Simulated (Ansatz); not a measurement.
# Ga4Sb3P: the cost of one run

Program: Ansatz 0.2.0. PAW datasets, plane waves. The cell comes from a prototype generator: it can be a known phase or a hypothetical one. Spin polarisation is off.

## 1. The cell

The cell was relaxed beforehand with r2SCAN.

Space group P3m1 (No. 156), trigonal; a = 4.211 Å, c = 13.875 Å in the conventional setting, 26.64 Å³ an atom. P has 4 Ga at 2.38–2.52 Å; Sb has 4 Ga at 2.61–2.65 Å; Sb has 4 Ga at 2.62–2.64 Å; Sb has 4 Ga at 2.61–2.67 Å; Ga has 1 P at 2.38 Å and 3 Sb at 2.62 Å.

The structure in full:

```xyz
8
Lattice="4.2113 0.0000 0.0000 -2.1056 3.6471 0.0000 0.0000 0.0000 13.8754" Properties=species:S:1:pos:R:3 pbc="T T T"
P     2.1056    1.2157   -0.0049
Sb    2.1056    1.2157    6.9291
Sb    0.0000    2.4314   10.5254
Sb    0.0000    2.4314    3.3313
Ga    2.1056    1.2157   11.4943
Ga    2.1056    1.2157    4.2776
Ga    0.0000    2.4314    7.8826
Ga    0.0000    2.4314    0.6596
```

## 2. PBE bands along the symmetry lines

input.yaml

```yaml
crystal:
  lattice:
    - [4.211297895, 0.0, 0.0]
    - [-2.1056489475, 3.6470909599, 0.0]
    - [0.0, 0.0, 13.8753940947]
  atoms:
    - { symbol: P, position: [0.6666666667, 0.3333333333, -0.0003541654] }
    - { symbol: Sb, position: [0.6666666667, 0.3333333333, 0.4993827528] }
    - { symbol: Sb, position: [0.3333333333, 0.6666666667, 0.7585676554] }
    - { symbol: Sb, position: [0.3333333333, 0.6666666667, 0.2400849032] }
    - { symbol: Ga, position: [0.6666666667, 0.3333333333, 0.8283963757] }
    - { symbol: Ga, position: [0.6666666667, 0.3333333333, 0.3082891945] }
    - { symbol: Ga, position: [0.3333333333, 0.6666666667, 0.5680990609] }
    - { symbol: Ga, position: [0.3333333333, 0.6666666667, 0.047534223] }
kpoints:
  mp_grid: { grid: [12, 12, 2] }
  band_path:
    path:
      - [[0.0, 0.0, 0.0], [0.5, -2.202607665855e-17, -5.819505356688e-18], [0.3333333333333, 0.3333333333333, -3.879670237792e-18], [0.0, 0.0, 0.0], [3.916171263601e-35, -1.668909311604e-35, 0.5], [0.5, -2.18919705546e-17, 0.5], [0.3333333333333, 0.3333333333333, 0.5], [3.916171263601e-35, -1.668909311604e-35, 0.5]]
      - [[0.5, -2.18919705546e-17, 0.5], [0.5, -2.202607665855e-17, -5.819505356688e-18]]
      - [[0.3333333333333, 0.3333333333333, 0.5], [0.3333333333333, 0.3333333333333, -3.879670237792e-18]]
    npoints: 10
hamiltonian:
  xc: pbe
scf:
  occupations: { method: fermi_dirac, width: 0.02 }
  n_extra_bands: 6
output:
  forces: true
  stress: true
  eigenvalues: true
```

Started as:

```sh
$ ansatz run input.yaml --threads 4 --pin off --max-ram 6451MiB --backend cpu --events-out ev --progress --plain --runs-dir out
```

**Question.** How long does this run take on 4 threads of Arm Neoverse V2, shared host, and how much memory does it need?

About 23 s, with a peak of 0.97 GiB.
